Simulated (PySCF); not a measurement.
# FH7Si3: the cost of one run

Programs: PySCF 2.14.0, with density-fitted response routines of our own. Each step states its level of theory. These are calculated values for one molecule in the gas phase, unless marked as measured. Atoms count from 0, in the outputs and in this text.

**1. The starting structure**

11 atoms, charge 0, multiplicity 1; geometry from: GFN2-xTB.

Bonds of the start (Å): F0–Si1 1.62, Si1–Si2 2.31, Si2–Si3 2.32, Si1–H4 1.46, Si1–H5 1.46, Si2–H6 1.48, Si2–H7 1.47, Si3–H8 1.47, Si3–H9 1.46, Si3–H10 1.47.

**2. Optimising the geometry at PBE0-D3(BJ)/def2-SVP**

Job settings and geometry (Å):

```
{"job": {"xc": "PBE0", "basis": "def2-SVP", "d3": "d3bj", "grid": 1, "kind": "geom"}, "charge": 0, "multiplicity": 1}
F      1.708605    -1.492678    -0.967242
Si     1.926658    -0.431979     0.237318
Si     0.030209     0.884159     0.271415
Si    -1.946439    -0.147649    -0.368487
H      3.204202     0.180952    -0.116142
H      2.140007    -1.308876     1.386417
H      0.273135     2.083066    -0.552998
H     -0.091912     1.440837     1.631561
H     -2.395876    -1.110146     0.642902
H     -1.788918    -0.886939    -1.622364
H     -3.054249     0.791923    -0.568343
```

Run with:

```console
$ OMP_NUM_THREADS=1 python probes_run.py task.json out
```

One launch serves the whole session: the jobs run in the order shown.

**Question.** How long does this first job take on 1 thread of Arm Neoverse V1, shared host, and how much memory does it need?

About 42 s, with a peak of 0.43 GiB.
